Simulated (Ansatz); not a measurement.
# B₂FH₃O₂: how energies converge with the basis set

The task here is to estimate one member of a computed series from the others.

Method: one geometry, several basis sets; program: Ansatz 0.2.0, Gaussian basis.

The runs, in order: PBE0-D4/def2-SVP; ωB97M-V/def2-SVP; PBE0-D4/def2-QZVPP; ωB97M-V/def2-QZVPP; the functionals' def2-TZVPP values are taken from earlier runs.

### Structure used throughout

The geometry comes from an earlier relaxation with PBE0-D4 in a triple-zeta def2 set; it is a stationary point, not always the lowest conformer.

SMILES `OBB(O)F`, 8 atoms, charge 0, spin multiplicity 1.

Atoms are counted from 1 here; the program's logs count them from 0.

Bond lengths: O1–B2 1.358 Å, O1–H6 0.961 Å, B2–B3 1.723 Å, B2–H7 1.203 Å, B3–O4 1.352 Å, B3–F5 1.331 Å, O4–H8 0.962 Å. Angles: B2–O1–H6 114.4°, O1–B2–B3 114.3°, O1–B2–H7 119.0°, B3–B2–H7 126.7°, B2–B3–O4 121.9°, B2–B3–F5 122.3°, O4–B3–F5 115.8°, B3–O4–H8 111.6°.

Coordinates:

```mol
B2FH3O2
  3D, bonds by distance, orders not assigned

  8  7  0  0  0  0  0  0  0  0999 V2000
   -1.0595    0.8167    0.6468 O   0  0
    0.1650    0.8052    0.0603 B   0  0
    0.6870   -0.7525   -0.4601 B   0  0
   -0.0737   -1.8565   -0.2848 O   0  0
    1.8604   -0.9469   -1.0582 F   0  0
   -1.3520    1.6850    0.9376 H   0  0
    0.7701    1.8390   -0.0483 H   0  0
   -0.9050   -1.6473    0.1510 H   0  0
  1  2  8  0
  2  3  8  0
  3  4  8  0
  3  5  8  0
  1  6  8  0
  2  7  8  0
  4  8  8  0
M  END
```

The first run:

Input file in.yaml:

```yaml
crystal:
  periodic: [false, false, false]
  atoms:
    - {symbol: O, position_ang: [-1.059492, 0.816742, 0.646769]}
    - {symbol: B, position_ang: [0.165002, 0.805165, 0.060269]}
    - {symbol: B, position_ang: [0.686985, -0.752482, -0.460050]}
    - {symbol: O, position_ang: [-0.073697, -1.856527, -0.284833]}
    - {symbol: F, position_ang: [1.860356, -0.946867, -1.058239]}
    - {symbol: H, position_ang: [-1.352030, 1.685028, 0.937636]}
    - {symbol: H, position_ang: [0.770092, 1.839045, -0.048318]}
    - {symbol: H, position_ang: [-0.905018, -1.647304, 0.150964]}
basis:
  gaussian: {orbitals: def2-SVP}
hamiltonian: {xc: pbe0, dispersion: d4}
output: {orbitals: {seedname: orbitals}}
```

The run is started by

```console
ansatz run in.yaml --threads 2 --pin off --events-out ev --progress --plain --max-ram 4352MiB
```

Among the steps run: PBE0-D4 in def2-SVP; ωB97M-V in def2-SVP; PBE0-D4 in def2-QZVPP; ωB97M-V in def2-QZVPP.

One table of the session follows, with a row left open; its other results are not shown here.

It belongs to the step «Density functionals: the series». 

```
functional       basis  HOMO (eV)
   PBE0-D4    def2-SVP          ?
   PBE0-D4  def2-TZVPP      -8.21
   PBE0-D4  def2-QZVPP      -8.25
   ωB97M-V    def2-SVP     -10.29
   ωB97M-V  def2-TZVPP     -10.51
   ωB97M-V  def2-QZVPP     -10.55
```

Q: Estimate the row for PBE0-D4, def2-SVP from the others.

The run gave: HOMO (eV): -8.03. In the column «HOMO (eV)» it is the highest.
